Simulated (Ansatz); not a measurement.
**C₃H₅FSi: up Jacob's ladder to CCSD(T)**

An exercise on one series of results from a longer session: the logs are not shown, and one member is left open.

The runs use Ansatz 0.2.0, Gaussian basis; functionals in def2-TZVPP, the program's frozen cores in correlated methods.

Levels to be run: LDA (SPW92), PBE-D4, revPBE-D4, BLYP-D4, r2SCAN-D4, B97M-V, PBE0-D4, B3LYP-D4, r2SCANh-D4, r2SCAN0-D4, HSE06-D4, BHLYP-D4, CAM-B3LYP-D4, LC-ωPBE, ωB97X-V, ωB97M-V, B2PLYP, PBE-QIDH; CCSD(T)/def2-SVP; CCSD(T)/def2-TZVPP; MP2/def2-QZVPP; extrapolation to the limit; RPA on PBE.

## Structure used throughout

All runs share one geometry, relaxed beforehand with PBE0-D4 in a triple-zeta def2 set.

SMILES `C#CC[SiH2]F`, 10 atoms, charge 0, spin multiplicity 1.

Atoms are counted from 1 here; the program's logs count them from 0.

Bond lengths: C1–C2 1.201 Å, C1–H6 1.064 Å, C2–C3 1.446 Å, C3–Si4 1.878 Å, C3–H7 1.095 Å, C3–H8 1.095 Å, Si4–F5 1.602 Å, Si4–H9 1.480 Å, Si4–H10 1.480 Å. Angles: C2–C1–H6 178.5°, C1–C2–C3 175.9°, C2–C3–Si4 107.6°, C2–C3–H7 111.2°, C2–C3–H8 111.2°, Si4–C3–H7 109.7°, Si4–C3–H8 109.7°, H7–C3–H8 107.6°, C3–Si4–F5 108.7°, C3–Si4–H9 110.2°, C3–Si4–H10 110.2°, F5–Si4–H9 108.1°, F5–Si4–H10 108.1°, H9–Si4–H10 111.4°.

The first run:

Contents of in.yaml:

```yaml
crystal:
  periodic: [false, false, false]
  atoms:
    - {symbol: C, position_ang: [-1.155427, 1.137553, 1.677943]}
    - {symbol: C, position_ang: [-0.376139, 0.371532, 1.178624]}
    - {symbol: C, position_ang: [0.528806, -0.517840, 0.485422]}
    - {symbol: Si, position_ang: [0.272710, -0.263457, -1.357508]}
    - {symbol: F, position_ang: [1.265327, -1.238116, -2.152767]}
    - {symbol: H, position_ang: [-1.837117, 1.807639, 2.145564]}
    - {symbol: H, position_ang: [0.331423, -1.562793, 0.744475]}
    - {symbol: H, position_ang: [1.570039, -0.303830, 0.746240]}
    - {symbol: H, position_ang: [-1.115661, -0.613116, -1.733856]}
    - {symbol: H, position_ang: [0.599138, 1.131227, -1.731337]}
basis:
  gaussian: {orbitals: def2-TZVPP}
hamiltonian: {xc: lda}
output: {orbitals: {seedname: orbitals}}
```

Steps of the session up to this table: LDA; PBE-D4 (GGA); revPBE-D4 (GGA); BLYP-D4 (GGA); r2SCAN-D4 (meta-GGA); B97M-V (meta-GGA); PBE0-D4 (hybrid); B3LYP-D4 (hybrid); r2SCANh-D4 (hybrid); r2SCAN0-D4 (hybrid); HSE06-D4 (hybrid); BHLYP-D4 (hybrid); CAM-B3LYP-D4 (range-separated); LC-ωPBE (range-separated); ωB97X-V (range-separated); ωB97M-V (range-separated); B2PLYP (double hybrid); PBE-QIDH (double hybrid).

One of the session's tables, all rows but one given; the rest of the session is left out.

It belongs to the step «Frontier levels by functional». 

```
  functional  HOMO (eV)  gap (eV)
 LDA (SPW92)      -6.72      5.70
      PBE-D4      -6.54      5.81
   revPBE-D4      -6.47      5.86
     BLYP-D4      -6.38      5.81
   r2SCAN-D4      -6.74      6.40
      B97M-V      -6.78      6.31
     PBE0-D4      -7.73      7.93
    B3LYP-D4      -7.51      7.49
  r2SCANh-D4      -7.20      7.17
  r2SCAN0-D4          ?         ?
    HSE06-D4      -7.33      7.15
    BHLYP-D4      -8.79      9.94
CAM-B3LYP-D4      -9.08     10.31
     LC-ωPBE     -10.46     12.89
     ωB97X-V     -10.07     12.37
     ωB97M-V      -9.95     11.94
```

**Question.** Estimate the row for r2SCAN0-D4.

Worked estimate for «HOMO (eV)». Against the share of exact exchange, r2SCAN-D4 (0, -6.74), r2SCANh-D4 (0.1, -7.20) give a slope of -4.60 per unit share; at 0.25 the line stands at -7.89.

As computed: HOMO (eV): -7.88; gap (eV): 8.32. In «HOMO (eV)» the line misses by -0.01.
